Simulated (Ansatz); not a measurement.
**TiH2 (singlet): the correlation ladder at distance Ti1–H2 = 1.847 Å, def2-TZVP**

One table from this session's results is given with a row withheld; the runs are named, their logs left out.

Method: def2-TZVP, core rule «outside noble gas», up to 9 orbitals frozen; program: Ansatz 0.2.0, Gaussian basis.

The runs, in order: UHF; CCSD(T) on RHF; CCSD(T) on UHF; CISD; CCSDT(Q) on RHF; CCSDT(Q) on UHF; CCSDTQ on RHF; CASSCF and MRCISD+Q, 2 electrons in 2 orbitals; CASSCF and NEVPT2, 2 electrons in 2 orbitals; CASSCF and MRCISD+Q, 6 electrons in 8 orbitals; CASSCF and NEVPT2, 6 electrons in 8 orbitals; Full CI.

6 further runs of the same task are left out: 6 for a known fault of the program.

### The system

The geometry derives from a PBE0/def2-TZVP stationary point (not a proven minimum). One bond is set to the value named and the two fragments are kept rigid.

3 atoms, charge 0, spin multiplicity 1.

Atoms are counted from 1 here; the program's logs count them from 0.

Bond lengths: Ti1–H2 1.847 Å, Ti1–H3 1.847 Å. Angles: H2–Ti1–H3 180.0°.

The first run:

The input, in.yaml:

```yaml
crystal:
  periodic: [false, false, false]
  atoms:
    - {symbol: Ti, position_ang: [0.000000, 0.000000, 0.000000]}
    - {symbol: H, position_ang: [0.000000, 0.000000, -1.847400]}
    - {symbol: H, position_ang: [0.000000, 0.000000, 1.847400]}
basis:
  gaussian: {orbitals: def2-TZVP}
magnetization: {spin_polarized: true, initial_magnetization: 0}
hamiltonian: {xc: hf}
output: {orbitals: {seedname: orbitals}}
```

Run with:

```
ansatz run in.yaml --threads 1 --pin off --events-out ev --progress --plain --max-ram 2816MiB --backend cpu
```

Steps of the session up to this table: UHF; CCSD(T) on RHF; CCSD(T) on UHF; CISD; CCSDT(Q) on RHF; CCSDT(Q) on UHF; CCSDTQ on RHF; CASSCF and MRCISD+Q, 2 electrons in 2 orbitals; CASSCF and NEVPT2, 2 electrons in 2 orbitals; CASSCF and MRCISD+Q, 6 electrons in 8 orbitals; CASSCF and NEVPT2, 6 electrons in 8 orbitals; Full CI.

One of the session's tables, all rows but one given; the rest of the session is left out.

| method | from FCI (meV) |
| --- | --- |
| RHF | +3079.0 |
| RMP2 | +1134.5 |
| CISD | +484.5 |
| RCCSD | +257.4 |
| RCCSD(T) | ? |
| RCCSDT | +27.0 |
| RCCSDT(Q) | +7.6 |
| RCCSDTQ | +1.2 |
| FCI | 0 |

**Question.** Estimate the row for RCCSD(T).

As computed: from FCI (meV): +136.1. In the column «from FCI (meV)» it lies between RCCSDT (+27.0) and RCCSD (+257.4).

Left out of the table: CASSCF pair, NEVPT2 pair, MRCISD pair, MRCISD+Q pair, CASSCF valence, NEVPT2 valence, MRCISD valence, MRCISD+Q valence (the active space lost an orbital or holds another state than full CI finds).

To keep in mind: Left out of the table: UHF, UMP2, UCCSD, UCCSD(T), UCCSDT, UCCSDT(Q) (another determinant or state than the rows shown).
